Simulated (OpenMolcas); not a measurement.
# Os⁶⁺ among point charges: CASSCF and CASPT2 levels and susceptibility

How does a field of 6 point charges split the states of Os⁶⁺, and what χT follows?

Program: OpenMolcas 26.06. Level of theory: state-averaged CASSCF and CASPT2, spin-orbit coupling by RASSI with atomic mean-field integrals. These are calculated values, not measurements, unless marked.

## (1) The system

```
Species                           : Os⁶⁺ (osmium, Z = 76, 70 electrons)
Basis                             : ANO-RCC-VDZP [7s6p4d2f1g], 68 functions
Scalar Hamiltonian                : DKH2, point nucleus
Inactive shells                   : 1s 2s 2p 3s 3p 3d 4s 4p 4d 4f 5s 5p
Active space                      : 2 electrons in 5 orbitals (5d)
Some configurations of this space : 5d2
Orbitals                          : optimised for each spin and parity, averaged over all roots
```

Outer shells as boxes (Hund's rule):

5d2
```
5d [↑ ][↑ ][  ][  ][  ]
```

The ion sits among 6 point charges of -1.7 e arranged as a trigonal prism (D3h), 2.13 Å from the ion, with a polar angle of 52.0° against the regular 49.1°.

Each step is its own input file, run in one work folder so that later steps find the files of earlier ones. Labels, J, g values, rates, χT and fits are worked out afterwards by a script from the matrices that RASSI stores.

## (2) One- and two-electron integrals

a.inp

```
&GATEWAY
Coord
1

Os 0.0 0.0 0.0
Basis=ANO-RCC-VDZP
Group=NoSym
NoMove
AngMom=0.0 0.0 0.0
AMFI
XField
6 Angstrom 0
1.679515 0.000000 1.310011 -1.700000
-0.839758 1.454503 1.310011 -1.700000
-0.839758 -1.454503 1.310011 -1.700000
1.679515 0.000000 -1.310011 -1.700000
-0.839758 1.454503 -1.310011 -1.700000
-0.839758 -1.454503 -1.310011 -1.700000
&SEWARD
```

Launch:

```console
$ OMP_NUM_THREADS=1 MOLCAS_MEM=1689 MOLCAS_PROJECT=a pymolcas a.inp > a.log
```

## (3) CASSCF: triplets, 10 roots

a.inp

```
&RASSCF
FileOrb=start.orb
Symmetry=1
Spin=3
nActEl=2 0 0
Inactive=34
Ras2=5
CIRoot=10 10 1
SDav=10
CIMx=300
Iter=120 100
PrWF=0.3
OrbListing=Nothing
MaxOrb=0
>>> COPY $Project.JobIph JOB001
```

start.orb holds the contracted functions of the basis, ordered by shell, or the orbitals of the step before.

## (4) CASSCF: singlets, 15 roots

a.inp

```
&RASSCF
FileOrb=start.orb
Symmetry=1
Spin=1
nActEl=2 0 0
Inactive=34
Ras2=5
CIRoot=15 15 1
SDav=15
CIMx=300
Iter=120 100
PrWF=0.3
OrbListing=Nothing
MaxOrb=0
>>> COPY $Project.JobIph JOB002
```

## (5) State interaction with spin-orbit coupling

a.inp

```
&RASSI
NrOfJobIphs=2 10 15
1 2 3 4 5 6 7 8 9 10
1 2 3 4 5 6 7 8 9 10 11 12 13 14 15
IphNames
JOB001
JOB002
EJob
SpinOrbit
DIPRint=1.0
SOCoupling=1000.0
Subsets=2
Property=9
'ANGMOM' 1 'ANGMOM' 2 'ANGMOM' 3 'MLTPL  1' 1 'MLTPL  1' 2 'MLTPL  1' 3
'AMFI' 1 'AMFI' 2 'AMFI' 3
SOProperty=3
'ANGMOM' 1 'ANGMOM' 2 'ANGMOM' 3
```

## (6) CASPT2: IPEA 0.25, imaginary shift 0.1 (closed shells correlated: 4f 5s 5p)

a.inp

```
>>> COPY JOB001 $Project.JobIph
&CASPT2
Multistate=10 1 2 3 4 5 6 7 8 9 10
NoMult
Frozen=23
IPEA=0.25
Imaginary=0.1
MaxIter=60
WThr=0.0 0.3 0.05
PrWF=0.5
NoMix
>>> COPY JOB002 $Project.JobIph
&CASPT2
Multistate=15 1 2 3 4 5 6 7 8 9 10 11 12 13 14 15
NoMult
Frozen=23
IPEA=0.25
Imaginary=0.1
MaxIter=60
WThr=0.0 0.3 0.05
PrWF=0.5
NoMix
```

(Steps that only read results are left out.)

Before running it: what results should come out? Wanted: spin-free ground state; first state of the same spin within the active space; lowest level; next level.

**Answer**, as computed:

| quantity | value |
| --- | --- |
| method | SS-CASPT2, IPEA 0.25, imaginary shift 0.1 (closed shells correlated: 4f 5s 5p) |
| spin-free ground state | 3E, 2-fold in its orbital part |
| first state of the same spin within the active space | 3A1 at 2640 cm⁻¹ |
| lowest level | 2-fold E, g = 0.00, 0.00, 1.03 |
| next level | 310.9 cm⁻¹ |
| χT at 300 K | 0.24 cm³ K/mol |
| effective moment at 300 K | 1.38 μB |

Cost by method:

```
                                                 method  time of its own steps  time with the reference
                                              A. CASSCF                  5.6 s                    5.6 s
B. SS-CASPT2, IPEA 0.25, imaginary shift 0.1, +4f 5s 5p                  6.7 s                     12 s
```

Times are of one thread on a shared host.

In words: The spin-free ground state (3E) comes to 100 % from free-ion F terms and keeps the highest spin of the shell. χT at 300 K is 0.24, against 1.00 cm³ K/mol for the spin alone, so spin-orbit coupling lowers it. CASPT2 does not keep the components of a term degenerate, and the means are used. The field of point charges can differ much from that of real complexes. This is an electrostatic model: the charges have no orbitals.
